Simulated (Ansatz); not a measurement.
**AlN: a point defect seen from the nuclei (As on an N site)**

Wanted: the field gradients around As on an N site in AlN, cell charge 0, before and after the neighbours move. The cell is a supercell built from an entry of the Crystallography Open Database (COD; perhaps a calculated or model structure). Planned: a single point, then a relaxation, then a check of dr2_threshold with symmetry.

A COD entry behind a cell of this session may itself be a prediction, so a difference from it is no test against experiment.

Program: Ansatz 0.2.0. Level of theory: DFT, PBE, plane-wave PAW, default files, scalar-relativistic, as far as a step names no other. These are calculated values, not measurements.

## Step 1: The structure to begin with

Symmetry: Fm-3m, No. 225, cubic system. Conventional cell: a = 11.814 Å, b = 11.814 Å, c = 11.814 Å, α = 90.00°, β = 90.00°, γ = 90.00°. Around Al (site symmetry 3m) lie 6 N at 1.97 Å. Al (site symmetry 4mm) has 5 N at 1.97 Å and 1 As at 1.97 Å as nearest neighbours. Around Al (site symmetry mm2) lie 6 N at 1.97 Å. Al (site symmetry m-3m) has 6 N at 1.97 Å as nearest neighbours. As (site symmetry m-3m) is surrounded by 6 Al at 1.97 Å. Around N (site symmetry mm2) lie 6 Al at 1.97 Å. N (site symmetry 3m) is surrounded by 6 Al at 1.97 Å. N (site symmetry 4mm) has 6 Al at 1.97 Å as nearest neighbours.

Coordinates:

```
Al As N
1.0
     0.00000    5.90700    5.90700
     5.90700    0.00000    5.90700
     5.90700    5.90700    0.00000
Al As N
27 1 26
Direct
  0.00000 0.00000 0.00000
  0.00000 0.00000 0.33333
  0.00000 0.00000 0.66667
  0.00000 0.33333 0.00000
  0.00000 0.33333 0.33333
  0.00000 0.33333 0.66667
  0.00000 0.66667 0.00000
  0.00000 0.66667 0.33333
  0.00000 0.66667 0.66667
  0.33333 0.00000 0.00000
  0.33333 0.00000 0.33333
  0.33333 0.00000 0.66667
  0.33333 0.33333 0.00000
  0.33333 0.33333 0.33333
  0.33333 0.33333 0.66667
  0.33333 0.66667 0.00000
  0.33333 0.66667 0.33333
  0.33333 0.66667 0.66667
  0.66667 0.00000 0.00000
  0.66667 0.00000 0.33333
  0.66667 0.00000 0.66667
  0.66667 0.33333 0.00000
  0.66667 0.33333 0.33333
  0.66667 0.33333 0.66667
  0.66667 0.66667 0.00000
  0.66667 0.66667 0.33333
  0.66667 0.66667 0.66667
  0.16667 0.16667 0.16667
  0.16667 0.16667 0.50000
  0.16667 0.16667 0.83333
  0.16667 0.50000 0.16667
  0.16667 0.50000 0.50000
  0.16667 0.50000 0.83333
  0.16667 0.83333 0.16667
  0.16667 0.83333 0.50000
  0.16667 0.83333 0.83333
  0.50000 0.16667 0.16667
  0.50000 0.16667 0.50000
  0.50000 0.16667 0.83333
  0.50000 0.50000 0.16667
  0.50000 0.50000 0.50000
  0.50000 0.50000 0.83333
  0.50000 0.83333 0.16667
  0.50000 0.83333 0.50000
  0.50000 0.83333 0.83333
  0.83333 0.16667 0.16667
  0.83333 0.16667 0.50000
  0.83333 0.16667 0.83333
  0.83333 0.50000 0.16667
  0.83333 0.50000 0.50000
  0.83333 0.50000 0.83333
  0.83333 0.83333 0.16667
  0.83333 0.83333 0.50000
  0.83333 0.83333 0.83333
```

Atom 28 of the input is the impurity.

## Step 2: First run, atoms as given

File input.yaml:

```yaml
crystal:
  lattice:
    - [0.0, 5.907, 5.907]
    - [5.907, 0.0, 5.907]
    - [5.907, 5.907, 0.0]
  atoms:
    - { symbol: Al, position: [0.0, 0.0, 0.0] }
    - { symbol: Al, position: [0.0, 0.0, 0.3333333333] }
    - { symbol: Al, position: [0.0, 0.0, 0.6666666667] }
    - { symbol: Al, position: [0.0, 0.3333333333, 0.0] }
    - { symbol: Al, position: [0.0, 0.3333333333, 0.3333333333] }
    - { symbol: Al, position: [0.0, 0.3333333333, 0.6666666667] }
    - { symbol: Al, position: [0.0, 0.6666666667, 0.0] }
    - { symbol: Al, position: [0.0, 0.6666666667, 0.3333333333] }
    - { symbol: Al, position: [0.0, 0.6666666667, 0.6666666667] }
    - { symbol: Al, position: [0.3333333333, 0.0, 0.0] }
    - { symbol: Al, position: [0.3333333333, 0.0, 0.3333333333] }
    - { symbol: Al, position: [0.3333333333, 0.0, 0.6666666667] }
    - { symbol: Al, position: [0.3333333333, 0.3333333333, 0.0] }
    - { symbol: Al, position: [0.3333333333, 0.3333333333, 0.3333333333] }
    - { symbol: Al, position: [0.3333333333, 0.3333333333, 0.6666666667] }
    - { symbol: Al, position: [0.3333333333, 0.6666666667, 0.0] }
    - { symbol: Al, position: [0.3333333333, 0.6666666667, 0.3333333333] }
    - { symbol: Al, position: [0.3333333333, 0.6666666667, 0.6666666667] }
    - { symbol: Al, position: [0.6666666667, 0.0, 0.0] }
    - { symbol: Al, position: [0.6666666667, 0.0, 0.3333333333] }
    - { symbol: Al, position: [0.6666666667, 0.0, 0.6666666667] }
    - { symbol: Al, position: [0.6666666667, 0.3333333333, 0.0] }
    - { symbol: Al, position: [0.6666666667, 0.3333333333, 0.3333333333] }
    - { symbol: Al, position: [0.6666666667, 0.3333333333, 0.6666666667] }
    - { symbol: Al, position: [0.6666666667, 0.6666666667, 0.0] }
    - { symbol: Al, position: [0.6666666667, 0.6666666667, 0.3333333333] }
    - { symbol: Al, position: [0.6666666667, 0.6666666667, 0.6666666667] }
    - { symbol: As, position: [0.1666666667, 0.1666666667, 0.1666666667] }
    - { symbol: "N", position: [0.1666666667, 0.1666666667, 0.5] }
    - { symbol: "N", position: [0.1666666667, 0.1666666667, 0.8333333333] }
    - { symbol: "N", position: [0.1666666667, 0.5, 0.1666666667] }
    - { symbol: "N", position: [0.1666666667, 0.5, 0.5] }
    - { symbol: "N", position: [0.1666666667, 0.5, 0.8333333333] }
    - { symbol: "N", position: [0.1666666667, 0.8333333333, 0.1666666667] }
    - { symbol: "N", position: [0.1666666667, 0.8333333333, 0.5] }
    - { symbol: "N", position: [0.1666666667, 0.8333333333, 0.8333333333] }
    - { symbol: "N", position: [0.5, 0.1666666667, 0.1666666667] }
    - { symbol: "N", position: [0.5, 0.1666666667, 0.5] }
    - { symbol: "N", position: [0.5, 0.1666666667, 0.8333333333] }
    - { symbol: "N", position: [0.5, 0.5, 0.1666666667] }
    - { symbol: "N", position: [0.5, 0.5, 0.5] }
    - { symbol: "N", position: [0.5, 0.5, 0.8333333333] }
    - { symbol: "N", position: [0.5, 0.8333333333, 0.1666666667] }
    - { symbol: "N", position: [0.5, 0.8333333333, 0.5] }
    - { symbol: "N", position: [0.5, 0.8333333333, 0.8333333333] }
    - { symbol: "N", position: [0.8333333333, 0.1666666667, 0.1666666667] }
    - { symbol: "N", position: [0.8333333333, 0.1666666667, 0.5] }
    - { symbol: "N", position: [0.8333333333, 0.1666666667, 0.8333333333] }
    - { symbol: "N", position: [0.8333333333, 0.5, 0.1666666667] }
    - { symbol: "N", position: [0.8333333333, 0.5, 0.5] }
    - { symbol: "N", position: [0.8333333333, 0.5, 0.8333333333] }
    - { symbol: "N", position: [0.8333333333, 0.8333333333, 0.1666666667] }
    - { symbol: "N", position: [0.8333333333, 0.8333333333, 0.5] }
    - { symbol: "N", position: [0.8333333333, 0.8333333333, 0.8333333333] }
kpoints:
  mp_grid: { grid: [3, 3, 3] }
scf:
  occupations: { method: fermi_dirac, width: 0.01 }
hamiltonian:
  xc: pbe
  pseudopotentials: { kind: paw }
output:
  forces: true
  stress: true
  populations: true
  efg:
    quadrupole_moments_barn: { Al: 0.1466, As: 0.311, "N": 0.02044 }
    contact_densities: true
```

Launch:

```console
> ansatz run input.yaml --threads 1 --pin off --max-ram 3072MiB --backend cpu --events-out ev --progress --plain --runs-dir out
```

Standard output:

```text
Warning: RAYON_NUM_THREADS=1 ignored (pool sized by the plan → 1); use --threads N
Engine: ansatz 0.2.0, aarch64-unknown-linux-gnu
Pseudopotentials: kind: paw
Pseudopotential: Al, paw, valence charge 3, recommended cutoff 420 eV (normal), Al.paw.azcp
Pseudopotential: As, paw, valence charge 15, recommended cutoff 420 eV (normal), As.paw.azcp
Pseudopotential: N, paw, valence charge 5, recommended cutoff 420 eV (normal), N.paw.azcp
Functional definition: PBE
  parameter kappa = 0.804
  parameter beta = 0.06672455060314922
  exchange = pbe_x(kappa = kappa, mu = beta*pi^2/3)
  correlation = pbe_c(beta = beta)
Crystal: 54 atoms, lattice volume = 412.222 Å³
Basis set: ecut = 420 eV, 7991 PW (Γ), exchange–correlation on 120×120×120 points (8 copies of the dense FFT grid, shifted against one another)
Bands: 167, of which v1, the nominal top of the filled ones, is band 113 counted from 1 (112 counted from 0)
Symmetry: 48 space group operations
Space group: Fm-3m (ITA 225), of the structure as read, at distance tolerance 7.4e-5 Å
k-points: 4 of 27
Non-local potential: Al, projectors of the file, l = 0: 2, l = 1: 2, l = 2: 1
Non-local potential: As, projectors of the file, l = 0: 2, l = 1: 2, l = 2: 3, l = 3: 1
Non-local potential: N, projectors of the file, l = 0: 2, l = 1: 2, l = 2: 1
PAW form: soft (Blöchl's): semilocal exchange-correlation on the pseudo side does not see the compensation charge
PAW one-centre angular grid: Al, 110 points (default); XC on 64 Gauss nodes
PAW one-centre angular grid: As, 590 points (default); XC on 64 Gauss nodes
PAW one-centre angular grid: N, 110 points (default); XC on 64 Gauss nodes
Initial density: superposition of atomic densities (neutral atoms: chi_scale 0, normalization atom), corrected by the library's trained network
Initial wavefunctions: pseudopotential atomic-orbital guess
Functional: x = pbe(κ = 0.804, μ = 0.2195149727645171), c = pbe(β = 0.06672455060314922)
SCF iter   1: F=—  HF=-29398.618998 eV  |F-HF|=—  |Δ(HF+E_count)|=         —  Δρ=1.05e-2  dr2=1.87e0  ethr=1.77e-3  ⟨swp⟩=10.5  Hψ=4376  notcnv=0  defer=57
preconditioner: auto → Resta (q_TF=auto, 2.468 Å⁻¹)  ε∞=4.0  [insulator: Δε(μ)=4.256 eV  Ē_g=15.442 eV  σ=0.010 eV  W_gap=1.00  n_scr=112 (ndim 8)  ℏωp=26.9 eV  f_vac=0.000  D(μ)=0.00/eV (n_scr^D=0)  ε∞_Penn≈4.0]
SCF iter   2: F=—  HF=-29398.096256 eV  |F-HF|=—  |Δ(HF+E_count)|=   5.23e-1  Δρ=5.46e-3  dr2=4.34e-1  ethr=8.27e-4  ⟨swp⟩=3.2  Hψ=1152  notcnv=0  defer=168
SCF iter   3: F=—  HF=-29397.928219 eV  |F-HF|=—  |Δ(HF+E_count)|=   1.68e-1  Δρ=1.85e-3  dr2=2.26e-2  ethr=1.92e-4  ⟨swp⟩=4.0  Hψ=1004  notcnv=0  defer=187
SCF iter   4: F=—  HF=-29397.916322 eV  |F-HF|=—  |Δ(HF+E_count)|=   1.19e-2  Δρ=8.79e-4  dr2=2.26e-3  ethr=1.00e-5  ⟨swp⟩=4.5  Hψ=1310  notcnv=0  defer=186
SCF iter   5: F=—  HF=-29397.915819 eV  |F-HF|=—  |Δ(HF+E_count)|=   5.03e-4  Δρ=1.90e-4  dr2=1.30e-4  ethr=1.00e-6  ⟨swp⟩=2.0  Hψ=961  notcnv=0  defer=186
SCF iter   6: F=—  HF=-29397.915774 eV  |F-HF|=—  |Δ(HF+E_count)|=   4.48e-5  Δρ=5.02e-5  dr2=9.03e-6  ethr=5.77e-8  ⟨swp⟩=2.0  Hψ=934  notcnv=0  defer=186
SCF iter   7: F=—  HF=-29397.916809 eV  |F-HF|=—  |Δ(HF+E_count)|=   1.04e-3  Δρ=1.37e-5  dr2=6.51e-7  ethr=4.00e-9  ⟨swp⟩=2.0  Hψ=979  notcnv=0  defer=186
SCF iter   8: F=-29397.916809 eV  HF=-29397.916809 eV  |F-HF|=5.87e-8  |Δ(HF+E_count)|=   1.11e-7  Δρ=4.82e-6  dr2=8.01e-8  ethr=4.42e-11  ⟨swp⟩=25.0  Hψ=6184  notcnv=0
SCF 1 converged in 8 iterations: F = -29397.916809 eV  dr2 = 8.01e-8
SCF converged after 8 iterations
Free energy (F): -29397.916809 eV
Harris-Foulkes:  -29397.916809 eV  (|F-HF|=5.87e-8)
Internal energy: -29397.916809 eV  (E = F + TS)
E sigma→0 (E₀):  -29397.916809 eV
Fermi energy:    15.457021 eV
--- Per-component energies (eV) ---
[... 14 lines left out ...]
--- Forces (eV/Å), atoms counted from 1 ---
  atom   1  Al    -0.03679314    -0.03679314    -0.03679314
  atom   2  Al     0.00000000    -0.00000000    -8.39679269
  atom   3  Al     0.03679314     0.03679314    -0.03679314
  atom   4  Al     0.00000000    -8.39679269     0.00000000
  atom   5  Al     8.39679269     0.00000000    -0.00000000
  atom   6  Al    -0.02768268     0.02768268    -0.00000000
[... 48 lines left out ...]
  max |Σ_I F_I| component: 4.41e-15 eV/Å
--- Stress (GPa, compression-positive) ---
       46.288245       0.000000       0.000000
        0.000000      46.288245      -0.000000
        0.000000      -0.000000      46.288245
  P = ⅓ Tr σ = 46.2882 GPa (462.882 kbar)
--- PAW observables at the nuclei: V_zz in 10²¹ V/m², potentials from the cell's mean, atoms counted from 1 ---
  atom   1  Al V_zz =    -0.044294   η = 0.0000   by run symmetry: allowed   C_q = -0.1570 MHz
            electrostatic potential = -1236.333646 V   contact ρ = 10079.006139 e/Å³
  atom   2  Al V_zz =    -2.459773   η = 0.0000   by run symmetry: allowed   C_q = -8.7193 MHz
            electrostatic potential = -1236.796416 V   contact ρ = 10080.258793 e/Å³
  atom   3  Al V_zz =    -0.044294   η = 0.0000   by run symmetry: allowed   C_q = -0.1570 MHz
            electrostatic potential = -1236.333646 V   contact ρ = 10079.006139 e/Å³
  atom   4  Al V_zz =    -2.459773   η = 0.0000   by run symmetry: allowed   C_q = -8.7193 MHz
            electrostatic potential = -1236.796416 V   contact ρ = 10080.258793 e/Å³
  atom   5  Al V_zz =    -2.459773   η = 0.0000   by run symmetry: allowed   C_q = -8.7193 MHz
            electrostatic potential = -1236.796416 V   contact ρ = 10080.258793 e/Å³
  atom   6  Al V_zz =    -0.054775   η = 0.1834   by run symmetry: allowed   C_q = -0.1942 MHz
            electrostatic potential = -1236.335519 V   contact ρ = 10078.981822 e/Å³
  atom   7  Al V_zz =    -0.044294   η = 0.0000   by run symmetry: allowed   C_q = -0.1570 MHz
            electrostatic potential = -1236.333646 V   contact ρ = 10079.006139 e/Å³
  atom   8  Al V_zz =    -0.054775   η = 0.1834   by run symmetry: allowed   C_q = -0.1942 MHz
            electrostatic potential = -1236.335519 V   contact ρ = 10078.981822 e/Å³
  atom   9  Al V_zz =    -0.054775   η = 0.1834   by run symmetry: allowed   C_q = -0.1942 MHz
            electrostatic potential = -1236.335519 V   contact ρ = 10078.981822 e/Å³
  atom  10  Al V_zz =    -2.459773   η = 0.0000   by run symmetry: allowed   C_q = -8.7193 MHz
            electrostatic potential = -1236.796416 V   contact ρ = 10080.258793 e/Å³
  atom  11  Al V_zz =    -2.459773   η = 0.0000   by run symmetry: allowed   C_q = -8.7193 MHz
            electrostatic potential = -1236.796416 V   contact ρ = 10080.258793 e/Å³
  atom  12  Al V_zz =    -0.054775   η = 0.1834   by run symmetry: allowed   C_q = -0.1942 MHz
            electrostatic potential = -1236.335519 V   contact ρ = 10078.981822 e/Å³
  atom  13  Al V_zz =    -2.459773   η = 0.0000   by run symmetry: allowed   C_q = -8.7193 MHz
            electrostatic potential = -1236.796416 V   contact ρ = 10080.258793 e/Å³
  atom  14  Al V_zz =    -0.044294   η = 0.0000   by run symmetry: allowed   C_q = -0.1570 MHz
            electrostatic potential = -1236.333646 V   contact ρ = 10079.006139 e/Å³
  atom  15  Al V_zz =    -0.044294   η = 0.0000   by run symmetry: allowed   C_q = -0.1570 MHz
            electrostatic potential = -1236.333646 V   contact ρ = 10079.006139 e/Å³
  atom  16  Al V_zz =    -0.054775   η = 0.1834   by run symmetry: allowed   C_q = -0.1942 MHz
            electrostatic potential = -1236.335519 V   contact ρ = 10078.981822 e/Å³
  atom  17  Al V_zz =    -0.044294   η = 0.0000   by run symmetry: allowed   C_q = -0.1570 MHz
            electrostatic potential = -1236.333646 V   contact ρ = 10079.006139 e/Å³
  atom  18  Al V_zz =    -0.054775   η = 0.1834   by run symmetry: allowed   C_q = -0.1942 MHz
            electrostatic potential = -1236.335519 V   contact ρ = 10078.981822 e/Å³
  atom  19  Al V_zz =    -0.044294   η = 0.0000   by run symmetry: allowed   C_q = -0.1570 MHz
            electrostatic potential = -1236.333646 V   contact ρ = 10079.006139 e/Å³
  atom  20  Al V_zz =    -0.054775   η = 0.1834   by run symmetry: allowed   C_q = -0.1942 MHz
            electrostatic potential = -1236.335519 V   contact ρ = 10078.981822 e/Å³
  atom  21  Al V_zz =    -0.054775   η = 0.1834   by run symmetry: allowed   C_q = -0.1942 MHz
            electrostatic potential = -1236.335519 V   contact ρ = 10078.981822 e/Å³
  atom  22  Al V_zz =    -0.054775   η = 0.1834   by run symmetry: allowed   C_q = -0.1942 MHz
            electrostatic potential = -1236.335519 V   contact ρ = 10078.981822 e/Å³
  atom  23  Al V_zz =    -0.044294   η = 0.0000   by run symmetry: allowed   C_q = -0.1570 MHz
            electrostatic potential = -1236.333646 V   contact ρ = 10079.006139 e/Å³
  atom  24  Al V_zz =    -0.054775   η = 0.1834   by run symmetry: allowed   C_q = -0.1942 MHz
            electrostatic potential = -1236.335519 V   contact ρ = 10078.981822 e/Å³
  atom  25  Al V_zz =    -0.054775   η = 0.1834   by run symmetry: allowed   C_q = -0.1942 MHz
            electrostatic potential = -1236.335519 V   contact ρ = 10078.981822 e/Å³
  atom  26  Al V_zz =    -0.054775   η = 0.1834   by run symmetry: allowed   C_q = -0.1942 MHz
            electrostatic potential = -1236.335519 V   contact ρ = 10078.981822 e/Å³
  atom  27  Al V_zz =    +0.000000   η = 0.0000   by run symmetry: forbidden   C_q = +0.0000 MHz
            electrostatic potential = -1236.326100 V   contact ρ = 10078.976435 e/Å³
  atom  28  As V_zz =    -0.000000   η = 0.0000   by run symmetry: forbidden   C_q = -0.0000 MHz
            electrostatic potential = -4522.394108 V   contact ρ = 235490.854450 e/Å³
  atom  29  N  V_zz =    -0.216916   η = 0.0724   by run symmetry: allowed   C_q = -0.1072 MHz
            electrostatic potential = -522.451573 V   contact ρ = 1412.198316 e/Å³
  atom  30  N  V_zz =    -0.216916   η = 0.0724   by run symmetry: allowed   C_q = -0.1072 MHz
            electrostatic potential = -522.451573 V   contact ρ = 1412.198316 e/Å³
  atom  31  N  V_zz =    -0.216916   η = 0.0724   by run symmetry: allowed   C_q = -0.1072 MHz
            electrostatic potential = -522.451573 V   contact ρ = 1412.198316 e/Å³
  atom  32  N  V_zz =    -0.012049   η = 0.0000   by run symmetry: allowed   C_q = -0.0060 MHz
            electrostatic potential = -522.408352 V   contact ρ = 1412.100982 e/Å³
  atom  33  N  V_zz =    -0.216916   η = 0.0724   by run symmetry: allowed   C_q = -0.1072 MHz
            electrostatic potential = -522.451573 V   contact ρ = 1412.198316 e/Å³
  atom  34  N  V_zz =    -0.216916   η = 0.0724   by run symmetry: allowed   C_q = -0.1072 MHz
            electrostatic potential = -522.451573 V   contact ρ = 1412.198316 e/Å³
  atom  35  N  V_zz =    -0.216916   η = 0.0724   by run symmetry: allowed   C_q = -0.1072 MHz
            electrostatic potential = -522.451573 V   contact ρ = 1412.198316 e/Å³
  atom  36  N  V_zz =    -0.012049   η = 0.0000   by run symmetry: allowed   C_q = -0.0060 MHz
            electrostatic potential = -522.408352 V   contact ρ = 1412.100982 e/Å³
  atom  37  N  V_zz =    -0.216916   η = 0.0724   by run symmetry: allowed   C_q = -0.1072 MHz
            electrostatic potential = -522.451573 V   contact ρ = 1412.198316 e/Å³
  atom  38  N  V_zz =    -0.012049   η = 0.0000   by run symmetry: allowed   C_q = -0.0060 MHz
            electrostatic potential = -522.408352 V   contact ρ = 1412.100982 e/Å³
  atom  39  N  V_zz =    -0.216916   η = 0.0724   by run symmetry: allowed   C_q = -0.1072 MHz
            electrostatic potential = -522.451573 V   contact ρ = 1412.198316 e/Å³
  atom  40  N  V_zz =    -0.012049   η = 0.0000   by run symmetry: allowed   C_q = -0.0060 MHz
            electrostatic potential = -522.408352 V   contact ρ = 1412.100982 e/Å³
  atom  41  N  V_zz =    -0.012049   η = 0.0000   by run symmetry: allowed   C_q = -0.0060 MHz
            electrostatic potential = -522.408352 V   contact ρ = 1412.100982 e/Å³
  atom  42  N  V_zz =    -0.010053   η = 0.0000   by run symmetry: allowed   C_q = -0.0050 MHz
            electrostatic potential = -522.411484 V   contact ρ = 1412.099016 e/Å³
  atom  43  N  V_zz =    -0.216916   η = 0.0724   by run symmetry: allowed   C_q = -0.1072 MHz
            electrostatic potential = -522.451573 V   contact ρ = 1412.198316 e/Å³
  atom  44  N  V_zz =    -0.010053   η = 0.0000   by run symmetry: allowed   C_q = -0.0050 MHz
            electrostatic potential = -522.411484 V   contact ρ = 1412.099016 e/Å³
  atom  45  N  V_zz =    -0.010053   η = 0.0000   by run symmetry: allowed   C_q = -0.0050 MHz
            electrostatic potential = -522.411484 V   contact ρ = 1412.099016 e/Å³
  atom  46  N  V_zz =    -0.216916   η = 0.0724   by run symmetry: allowed   C_q = -0.1072 MHz
            electrostatic potential = -522.451573 V   contact ρ = 1412.198316 e/Å³
  atom  47  N  V_zz =    -0.216916   η = 0.0724   by run symmetry: allowed   C_q = -0.1072 MHz
            electrostatic potential = -522.451573 V   contact ρ = 1412.198316 e/Å³
  atom  48  N  V_zz =    -0.012049   η = 0.0000   by run symmetry: allowed   C_q = -0.0060 MHz
            electrostatic potential = -522.408352 V   contact ρ = 1412.100982 e/Å³
  atom  49  N  V_zz =    -0.216916   η = 0.0724   by run symmetry: allowed   C_q = -0.1072 MHz
            electrostatic potential = -522.451573 V   contact ρ = 1412.198316 e/Å³
  atom  50  N  V_zz =    -0.010053   η = 0.0000   by run symmetry: allowed   C_q = -0.0050 MHz
            electrostatic potential = -522.411484 V   contact ρ = 1412.099016 e/Å³
  atom  51  N  V_zz =    -0.010053   η = 0.0000   by run symmetry: allowed   C_q = -0.0050 MHz
            electrostatic potential = -522.411484 V   contact ρ = 1412.099016 e/Å³
  atom  52  N  V_zz =    -0.012049   η = 0.0000   by run symmetry: allowed   C_q = -0.0060 MHz
            electrostatic potential = -522.408352 V   contact ρ = 1412.100982 e/Å³
  atom  53  N  V_zz =    -0.010053   η = 0.0000   by run symmetry: allowed   C_q = -0.0050 MHz
            electrostatic potential = -522.411484 V   contact ρ = 1412.099016 e/Å³
  atom  54  N  V_zz =    -0.012049   η = 0.0000   by run symmetry: allowed   C_q = -0.0060 MHz
            electrostatic potential = -522.408352 V   contact ρ = 1412.100982 e/Å³
--- Band table (eV) ---
[... 4 lines left out ...]
--- Löwdin populations: 54 sites ---
  site symbol       q [e]
[... 54 lines left out ...]
  spilling = 0.009802 (of n_electrons = 226.000000)
```

It took 61 s on 1 thread of Arm Neoverse V1, shared host; peak memory 0.96 GiB.

State: gap on the mesh 4.65 eV, largest force 8.397 eV/Å, pressure 46.3 GPa.

The printed gradients, by site:

```
site              atoms  distance from the defect (Å)  V_zz (10²¹ V/m²)     η      C_Q (MHz)
  As                 28                          0.00              0.00     –       0 (⁷⁵As)
 Al2     2, 4, 5, 10, …                          1.97             -2.46  0.00   -8.72 (²⁷Al)
 N29  29, 30, 31, 33, …                          2.78             -0.22  0.07   -0.107 (¹⁴N)
 Al1     1, 3, 7, 14, …                          3.41            -0.044  0.00  -0.157 (²⁷Al)
 N42  42, 44, 45, 50, …                          3.94            -0.010  0.00   -0.005 (¹⁴N)
 Al6     6, 8, 9, 12, …                          4.40            -0.055  0.18  -0.194 (²⁷Al)
 N32  32, 36, 38, 40, …                          4.82            -0.012  0.00   -0.006 (¹⁴N)
Al27                 27                          5.91              0.00     –       0 (²⁷Al)
```

V_zz is the principal component of the electric field gradient with the largest magnitude, η = (V_xx − V_yy)/V_zz and C_Q = eQV_zz/h. Q values from Pyykkö, Mol. Phys. 116, 1328 (2018).

Direction of the V_zz axis (Cartesian unit vector):

```csv
site,atom,x,y,z
Al1,1,0.58,0.58,0.58
Al2,2,0.00,0.00,1.00
Al6,6,0.71,-0.71,0.00
N29,29,0.71,0.71,0.00
```

(Part 1 of 3 ends here.)
